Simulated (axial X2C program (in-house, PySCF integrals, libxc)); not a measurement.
**ReLi⁺: EOM-EA-CCSD levels**

Wanted for ReLi⁺: EOM-EA-CCSD levels, at the two-component level.

Computed with an in-house X2C program for linear molecules on PySCF integrals. Level: two-component X2C with atomic mean-field terms, Re dyall-acv3z, Li dyall-acv3z.

All values are calculated.

### Step 1. The job

Contents of task.json:

```json
{"zs": [75, 3], "q": 1, "bas": ["dyall-acv3z", "dyall-acv3z"], "r0": 2.64, "eom": "ea", "thr": -2.0, "nmax": 92, "grid": [1, 0.96, 1.045, 0.92, 1.09, 1.15]}
```

Keys: zs atomic numbers; q charge; bas basis sets; r0 starting distance in Å; eom kind of EOM run; thr threshold in hartree for freezing inner shells (an s shell follows its p shell); nmax most natural virtual spinors; grid distances as factors.

The run is started by

```sh
$ python soeom.py task.json out
```

Further steps of the session: EOM-EA-CCSD at 2.838 Å.

**Question.** What will these runs give? Wanted: next root led by one particle; T1 of the reference; lowest state, Re and ωe.

The runs gave:

```
                     quantity                            value
       lowest root at 2.838 Å               Ω = 1/2, 13.442 eV
next root led by one particle  Ω = 3/2, about 3110 cm⁻¹ higher
          T1 of the reference                            0.065
      lowest state, Re and ωe              2.836 Å, 288.6 cm⁻¹
```

**Reading.** The added electron is bound by 13.44 eV in a spinor of 46% Re dσ, 28% Re dπ, 19% Re sσ. Errors of 0.1 to 0.3 eV are usual at this size, and roots led by higher excitations are left out, so the list is incomplete, and low states of that kind can be missing. T1 or the largest double amplitude of the reference is raised, which lowers the reliability.
